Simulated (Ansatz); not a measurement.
# C3H7FOSi: a ladder of functionals and wavefunction methods

How much do the methods differ for C3H7FOSi? The plan is to run it at one geometry with functionals of several rungs and with coupled cluster. The yardstick is the atomisation energy at the CCSD(T) limit.

The runs use Ansatz 0.2.0, Gaussian basis; functionals in def2-TZVPP, the program's frozen cores in correlated methods.

Levels to be run: PBE-D4, r2SCAN-D4, PBE0-D4, B3LYP-D4, ωB97X-V, ωB97M-V, B2PLYP; CCSD(T)/def2-TZVPP; MP2/def2-QZVPP; extrapolation to the limit.

## (1) The geometry

The geometry comes from an earlier relaxation with PBE0-D4 in a triple-zeta def2 set; it is a stationary point, not always the lowest conformer.

SMILES `C=C[Si](C)(O)F`, 13 atoms, charge 0, spin multiplicity 1.

Atoms are counted from 1 here; the program's logs count them from 0.

Bond lengths: C1–C2 1.331 Å, C1–H7 1.087 Å, C1–H8 1.087 Å, C2–Si3 1.854 Å, C2–H9 1.089 Å, Si3–C4 1.845 Å, Si3–O5 1.638 Å, Si3–F6 1.605 Å, C4–H10 1.092 Å, C4–H11 1.092 Å, C4–H12 1.092 Å, O5–H13 0.958 Å. Angles: C2–C1–H7 122.4°, C2–C1–H8 121.6°, H7–C1–H8 116.0°, C1–C2–Si3 122.9°, C1–C2–H9 118.0°, Si3–C2–H9 119.1°, C2–Si3–C4 114.6°, C2–Si3–O5 110.9°, C2–Si3–F6 106.0°, C4–Si3–O5 107.3°, C4–Si3–F6 108.4°, O5–Si3–F6 109.5°, Si3–C4–H10 110.5°, Si3–C4–H11 110.8°, Si3–C4–H12 110.5°, H10–C4–H11 108.3°, H10–C4–H12 108.4°, H11–C4–H12 108.2° and more.

As a file:

```
C     0.98229   -1.74211    0.88482
C    -0.19199   -1.16183    0.64872
Si   -0.35823    0.62652    0.19078
C    -0.69958    0.93259   -1.59658
O     0.99952    1.45718    0.57607
F    -1.59254    1.19053    1.04713
H     1.07108   -2.79420    1.14129
H     1.91382   -1.18510    0.82734
H    -1.08911   -1.77632    0.71604
H    -0.83653    2.00018   -1.78335
H    -1.60492    0.40984   -1.91363
H     0.13124    0.57917   -2.21105
H     1.29536    1.42903    1.48722
```

## (2) PBE-D4 (GGA)

File in.yaml:

```yaml
crystal:
  periodic: [false, false, false]
  atoms:
    - {symbol: C, position_ang: [0.982288, -1.742112, 0.884815]}
    - {symbol: C, position_ang: [-0.191991, -1.161828, 0.648718]}
    - {symbol: Si, position_ang: [-0.358232, 0.626524, 0.190784]}
    - {symbol: C, position_ang: [-0.699582, 0.932593, -1.596580]}
    - {symbol: O, position_ang: [0.999521, 1.457182, 0.576066]}
    - {symbol: F, position_ang: [-1.592538, 1.190531, 1.047132]}
    - {symbol: H, position_ang: [1.071081, -2.794200, 1.141292]}
    - {symbol: H, position_ang: [1.913822, -1.185095, 0.827335]}
    - {symbol: H, position_ang: [-1.089112, -1.776325, 0.716041]}
    - {symbol: H, position_ang: [-0.836533, 2.000180, -1.783353]}
    - {symbol: H, position_ang: [-1.604924, 0.409840, -1.913628]}
    - {symbol: H, position_ang: [0.131238, 0.579174, -2.211046]}
    - {symbol: H, position_ang: [1.295359, 1.429034, 1.487223]}
basis:
  gaussian: {orbitals: def2-TZVPP}
hamiltonian: {xc: pbe, dispersion: d4}
output: {forces: true, orbitals: {seedname: orbitals}}
```

Command:

```
$ ansatz run in.yaml --threads 2 --pin off --events-out ev --progress --plain --max-ram 22528MiB --backend cuda --devices 0, --max-vram 18GiB
```

Further steps of the session: r2SCAN-D4 (meta-GGA); PBE0-D4 (hybrid); B3LYP-D4 (hybrid); ωB97X-V (range-separated); ωB97M-V (range-separated); B2PLYP (double hybrid); CCSD(T) in def2-TZVPP; MP2 in def2-QZVPP.

Before running them: what should the planned runs give, taken together? Wanted: atomisation energy, CCSD(T)/CBS; farthest; mean size of error, hybrid; mean size of error, range-separated; gap, smallest and largest; T1 diagnostic; triples share of the correlation energy.

The runs gave:

| quantity | value |
| --- | --- |
| atomisation energy, CCSD(T)/CBS | 55.814 eV |
| functionals within 0.279 eV (0.5 %) | r2SCAN-D4, PBE0-D4, B3LYP-D4, ωB97X-V, ωB97M-V |
| farthest | PBE-D4 (+0.755 eV) |
| mean size of error, hybrid | 0.201 eV |
| mean size of error, range-separated | 0.066 eV |
| gap, smallest and largest | 5.43 eV (PBE-D4), 12.19 eV (ωB97X-V) |
| T1 diagnostic | 0.0113 |
| triples share of the correlation energy | 3.6 % |

In words: PBE-D4 misses by +0.755 eV. Double hybrids carry the basis error of their MP2 part in triple zeta, and no dispersion term here, so their miss is partly the set-up's. Misses under about 0.279 eV are within the doubt on the reference itself, which lacks core-valence correlation, relativity and higher excitations. Hartree-Fock recovers 75 % of the binding; the rest is correlation. The gap grows from 5.4 to 12.2 eV across the functionals, mostly with the share of exact exchange.
